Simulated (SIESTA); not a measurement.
TlPt:

```
Tl Pt
1.0
     5.60500    0.00000    0.00000
    -2.80250    4.85407    0.00000
     0.00000    0.00000    4.63900
Tl Pt
3 3
Direct
  0.00000 0.50000 0.00000
  0.50000 0.50000 0.00000
  0.50000 0.00000 0.00000
  0.66667 0.33333 0.50000
  0.33333 0.66667 0.50000
  0.00000 0.00000 0.00000
```

```yaml
Program: SIESTA 5.4.2
Task: single point
Functional: PBEsol
Potentials_or_basis: PseudoDojo 0.4 standard (PBEsol files)
Basis: DZP (energy shift 0.003 Ry; two zetas on semicore shells)
Grid_cutoff: 800 Ry
Energy_shift: 0.003 Ry
k_mesh: 6 × 6 × 6
Occupations: fermi-dirac, width 0.05 eV
Spin: no spin polarisation
```

On this cell: pressure 9.9 GPa; largest force under 0.003 eV/Å; band gap on the k mesh none (metal or under the smearing width).

The same run follows on a disturbed copy (atoms moved at random, drawn with an rms of 0.05 Å):

```xyz
6
Lattice="5.6050 0.0000 0.0000 -2.8025 4.8541 0.0000 0.0000 0.0000 4.6390" Properties=species:S:1:pos:R:3 pbc="T T T"
Tl   -1.3466    2.4220   -0.0190
Tl    1.4148    2.4229    0.0309
Tl    2.8267   -0.0109   -0.0111
Pt    2.7774    1.6065    2.2802
Pt   -0.0083    3.2409    2.3199
Pt    0.0243    0.0306    0.0016
```

Q: What does the disturbed cell give?

A: The energy (extrapolated to zero smearing) moves by +7.0 meV/atom; pressure 10.1 GPa; largest force 0.980 eV/Å; band gap on the k mesh none (metal or under the smearing width).

Forces on the atoms (eV/Å):
```
Tl  -0.971 -0.106 -0.075
Tl   0.642  0.179 -0.276
Tl   0.099  0.358 -0.127
Pt   0.113  0.002  0.438
Pt   0.077  0.033  0.050
Pt   0.038 -0.467 -0.009
```

Stress tensor (GPa, compression positive):
```
14.93 -0.07  0.10
-0.07 15.01 -0.04
 0.10 -0.04  0.45
```

Caveats: short orbitals over semicore shells can move pressures by several GPa; the basis of atomic orbitals isn't converged, which shifts pressures, moduli and gaps.
